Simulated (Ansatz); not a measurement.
# C₄H₃Se radical: up Jacob's ladder to CCSD(T)

An exercise on one series of results from a longer session: the logs are not shown, and one member is left open.

Method: functionals in def2-TZVPP, the program's frozen cores in correlated methods; program: Ansatz 0.2.0, Gaussian basis.

The runs, in order: LDA (SPW92), PBE-D4, revPBE-D4, BLYP-D4, r2SCAN-D4, B97M-V, PBE0-D4, B3LYP-D4, r2SCANh-D4, r2SCAN0-D4, HSE06-D4, BHLYP-D4, CAM-B3LYP-D4, LC-ωPBE, ωB97X-V, ωB97M-V, B2PLYP, PBE-QIDH; CCSD(T)/def2-SVP; CCSD(T)/def2-TZVPP; MP2/def2-QZVPP; extrapolation to the limit; RPA on PBE.

## The geometry

The geometry comes from an earlier relaxation with PBE0-D4 in a triple-zeta def2 set; it is a stationary point, not always the lowest conformer.

SMILES `[c]1ccc[se]1`, 8 atoms, charge 0, spin multiplicity 2.

Atoms are counted from 1 here; the program's logs count them from 0.

Bond lengths: C1–C2 1.344 Å, C1–Se5 1.839 Å, C2–C3 1.434 Å, C2–H6 1.082 Å, C3–C4 1.356 Å, C3–H7 1.084 Å, C4–Se5 1.867 Å, C4–H8 1.080 Å. Angles: C2–C1–Se5 115.5°, C1–C2–C3 111.6°, C1–C2–H6 124.7°, C3–C2–H6 123.7°, C2–C3–C4 115.6°, C2–C3–H7 122.1°, C4–C3–H7 122.3°, C3–C4–Se5 111.8°, C3–C4–H8 127.8°, Se5–C4–H8 120.5°, C1–Se5–C4 85.5°.

The first run:

Contents of in.yaml:

```yaml
crystal:
  periodic: [false, false, false]
  atoms:
    - {symbol: C, position_ang: [-0.811170, 1.421505, 0.171153]}
    - {symbol: C, position_ang: [0.368209, 0.941186, 0.600757]}
    - {symbol: C, position_ang: [0.593935, -0.397322, 0.138333]}
    - {symbol: C, position_ang: [-0.392074, -0.927054, -0.627735]}
    - {symbol: Se, position_ang: [-1.802096, 0.272385, -0.868115]}
    - {symbol: H, position_ang: [1.067512, 1.488929, 1.219232]}
    - {symbol: H, position_ang: [1.494114, -0.947841, 0.385889]}
    - {symbol: H, position_ang: [-0.426129, -1.908988, -1.075212]}
basis:
  gaussian: {orbitals: def2-TZVPP}
magnetization: {spin_polarized: true, initial_magnetization: 1}
hamiltonian: {xc: lda}
output: {orbitals: {seedname: orbitals}}
```

The run is started by

```sh
ansatz run in.yaml --threads 4 --pin off --events-out ev --progress --plain --max-ram 10444MiB
```

Among the steps run: LDA; PBE-D4 (GGA); revPBE-D4 (GGA); BLYP-D4 (GGA); r2SCAN-D4 (meta-GGA); B97M-V (meta-GGA); B3LYP-D4 (hybrid); r2SCANh-D4 (hybrid); r2SCAN0-D4 (hybrid); HSE06-D4 (hybrid); BHLYP-D4 (hybrid); CAM-B3LYP-D4 (range-separated); LC-ωPBE (range-separated); ωB97X-V (range-separated); ωB97M-V (range-separated); B2PLYP (double hybrid); PBE-QIDH (double hybrid).

One of the session's tables, all rows but one given; the rest of the session is left out.

It belongs to the step «Frontier levels by functional». 

```
  functional  HOMO (eV)  LUMO (eV)  gap (eV)
 LDA (SPW92)      -6.02      -4.74      1.28
      PBE-D4      -5.84      -4.18      1.66
   revPBE-D4      -5.77      -4.02      1.75
     BLYP-D4      -5.66      -4.21      1.45
   r2SCAN-D4      -6.01      -3.50      2.51
      B97M-V      -5.96      -3.89      2.07
     PBE0-D4      -6.87      -2.94      3.93
    B3LYP-D4          ?          ?         ?
  r2SCANh-D4      -6.40      -3.09      3.32
  r2SCAN0-D4      -6.99      -2.48      4.51
    HSE06-D4      -6.47      -3.33      3.14
    BHLYP-D4      -7.72      -1.85      5.87
CAM-B3LYP-D4      -8.14      -1.96      6.18
     LC-ωPBE      -9.49      -0.38      9.11
     ωB97X-V      -9.13      -1.00      8.13
     ωB97M-V      -9.00      -1.09      7.91
```

Q: Estimate the row for B3LYP-D4 from the others.

Worked estimate for «HOMO (eV)». Against the share of exact exchange, BLYP-D4 (0, -5.66), BHLYP-D4 (0.5, -7.72) give a slope of -4.12 per unit share; at 0.2 the line stands at -6.48.

As computed: HOMO (eV): -6.65; LUMO (eV): -3.42; gap (eV): 3.23. In «HOMO (eV)» the line misses by +0.17.
